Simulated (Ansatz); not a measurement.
# AlN: the cost of one run

Program: Ansatz 0.2.0. Level of theory: DFT PBE, scalar-relativistic, plane waves, PAW, and further levels as typed in the inputs. These are calculated values, not measurements.

## 1. The structure to begin with

The structure is hexagonal, space group P6_3mc (No. 186). The conventional cell has a = 3.111 Å, b = 3.111 Å, c = 5.011 Å, α = 90.00°, β = 90.00°, γ = 120.00°. Al (site symmetry 3m) has 4 N at 1.89 to 1.91 Å as nearest neighbours. N (site symmetry 3m) is surrounded by 4 Al at 1.89 to 1.91 Å.

Structure file:

```cif
data_structure
_symmetry_space_group_name_H-M 'P6_3mc'
_symmetry_Int_Tables_number 186
_cell_length_a 3.1110
_cell_length_b 3.1110
_cell_length_c 5.0109
_cell_angle_alpha 90.000
_cell_angle_beta 90.000
_cell_angle_gamma 120.000
_cell_volume 42.00
loop_
_atom_site_label
_atom_site_type_symbol
_atom_site_symmetry_multiplicity
_atom_site_Wyckoff_symbol
_atom_site_fract_x
_atom_site_fract_y
_atom_site_fract_z
_atom_site_occupancy
Al1 Al 2 b 0.33333 0.66667 0.00000 1
N1 N 2 b 0.33333 0.66667 0.38200 1
```

## 2. Relaxing the atoms: AlN, no spin

Input file input.yaml:

```yaml
crystal:
  lattice:
    - [3.111, 0.0, 0.0]
    - [-1.5555, 2.69420503, 0.0]
    - [0.0, 0.0, 5.010886]
  atoms:
    - { symbol: Al, position: [0.3333333333, 0.6666666667, 0.0] }
    - { symbol: Al, position: [0.6666666667, 0.3333333333, 0.5] }
    - { symbol: "N", position: [0.3333333333, 0.6666666667, 0.382] }
    - { symbol: "N", position: [0.6666666667, 0.3333333333, 0.882] }
scf:
  occupations: { method: gaussian, width: 0.05 }
output:
  forces: true
  stress: true
hamiltonian:
  xc: pbe
kpoints:
  mp_grid: { grid: [8, 8, 5] }
relax:
  f_tol: 0.003
```

Command:

```console
$ ansatz run input.yaml --threads 4 --pin off --max-ram 10240MiB --backend cpu --events-out ev --progress --plain --runs-dir out
```

What time and memory should one allow on 4 threads of Intel Xeon Platinum 8488C (Sapphire Rapids), shared host?

About 1.4 s, with a peak of 0.36 GiB.
